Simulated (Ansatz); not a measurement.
# Rh: the cost of one run

Method: DFT r2SCAN, scalar-relativistic, plane waves, PAW, in Ansatz 0.2.0.

2 further runs of the same task are left out: 2 set aside as unsound or not needed.

## (1) The starting structure

It takes space group P6_3/mmc (No. 194, hexagonal). The conventional cell has a = 2.689 Å, b = 2.689 Å, c = 8.777 Å, α = 90.00°, β = 90.00°, γ = 120.00°. Around Rh (site symmetry -3m) lie 12 Rh at 2.69 Å. Around Rh (site symmetry -6m2) lie 12 Rh at 2.69 Å.

As a file:

```
Rh
1.0
     2.68885    0.00000    0.00000
    -1.34442    2.32861    0.00000
     0.00000    0.00000   17.55480
Rh
8
Direct
  0.00000 0.00000 0.50000
  0.00000 0.00000 0.00000
  0.33333 0.66667 0.12500
  0.33333 0.66667 0.62500
  0.00000 0.00000 0.25000
  0.00000 0.00000 0.75000
  0.66667 0.33333 0.37500
  0.66667 0.33333 0.87500
```

It goes back to an entry of the Materials Project, which need not be the stable form.

It is built from the cell relaxed beforehand with the same method (13.74 Å³/atom).

## (2) The reference: the undisturbed cell on the scan's mesh

input.yaml reads:

```yaml
crystal:
  lattice:
    - [2.6888480622, 0.0, 0.0]
    - [-1.3444240311, 2.3286107288, 0.0]
    - [0.0, 0.0, 17.5548003274]
  atoms:
    - { symbol: Rh, position: [0.0, 0.0, 0.5] }
    - { symbol: Rh, position: [0.0, 0.0, 0.0] }
    - { symbol: Rh, position: [0.3333333333, 0.6666666667, 0.125] }
    - { symbol: Rh, position: [0.3333333333, 0.6666666667, 0.625] }
    - { symbol: Rh, position: [0.0, 0.0, 0.25] }
    - { symbol: Rh, position: [0.0, 0.0, 0.75] }
    - { symbol: Rh, position: [0.6666666667, 0.3333333333, 0.375] }
    - { symbol: Rh, position: [0.6666666667, 0.3333333333, 0.875] }
basis:
  ecutwfc: 500
kpoints:
  mp_grid: { grid: [12, 12, 2] }
hamiltonian:
  xc: r2scan
scf:
  occupations: { method: gaussian, width: 0.15 }
output:
  forces: true
  stress: true
  eigenvalues: true
```

The run is started by

```sh
ansatz run input.yaml --threads 2 --pin off --max-ram 5120MiB --backend cpu --events-out ev --progress --plain --runs-dir out
```

**Question.** How long does this run take on 2 threads of Oxide Virtual Turin-like (Zen 5), shared host, and how much memory does it need?

About 13 s, with a peak of 0.81 GiB.
